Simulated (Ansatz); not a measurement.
Crystal: InSb3.

```
Sb In
1.0
     4.80637    0.00000    0.00000
     0.00000    4.80637    0.00000
     0.00000    0.00000    4.80637
Sb In
3 1
Direct
  0.50000 0.50000 0.00000
  0.00000 0.50000 0.50000
  0.50000 0.00000 0.50000
  0.00000 0.00000 0.00000
```

The cell comes from a database or a generator and needn't be the stable form of this composition.

* Program: Ansatz 0.2.0
* Task: relaxation of cell and atoms
* Functional: PBEsol
* Dispersion: D3(BJ)-ATM
* Potentials or basis: Ansatz PAW
* Cutoff: 420 eV (not typed: the program's choice for these potentials)
* k mesh: 6 × 6 × 6
* Occupations: fermi-dirac, width 0.05 eV
* Spin: no spin polarisation

At the start: volume 27.76 Å³/atom.

How do energy, volume and symmetry change on relaxing?

It ends after 5 steps and the volume is 25.26 Å³/atom (-9.0 %); space group Pm-3m (No. 221, to 0.05 Å).

Step by step:
```csv
step,energy change (eV),largest force (eV/Å),volume (Å³)
1,0.0000,0.0000,111.03
2,-0.1417,0.0000,96.96
3,-0.1762,0.0000,101.75
4,-0.1775,0.0000,101.05
5,-0.1749,0.0000,101.05
```

Final structure:
```
Sb In
1.0
     4.65778    0.00000    0.00000
     0.00000    4.65778    0.00000
     0.00000    0.00000    4.65778
Sb In
3 1
Cartesian
  2.3289 2.3289 0.0000
  0.0000 2.3289 2.3289
  2.3289 0.0000 2.3289
  0.0000 0.0000 0.0000
```

Caveat: the plane-wave basis is chosen anew once the cell has moved, so the energies of steps on either side of that aren't comparable; pairwise dispersion overbinds metals, which lowers pressure and volume; the PAW data sets come from PBE, with cores solved anew for the run's functional, which leaves a small shift of forces and pressure.
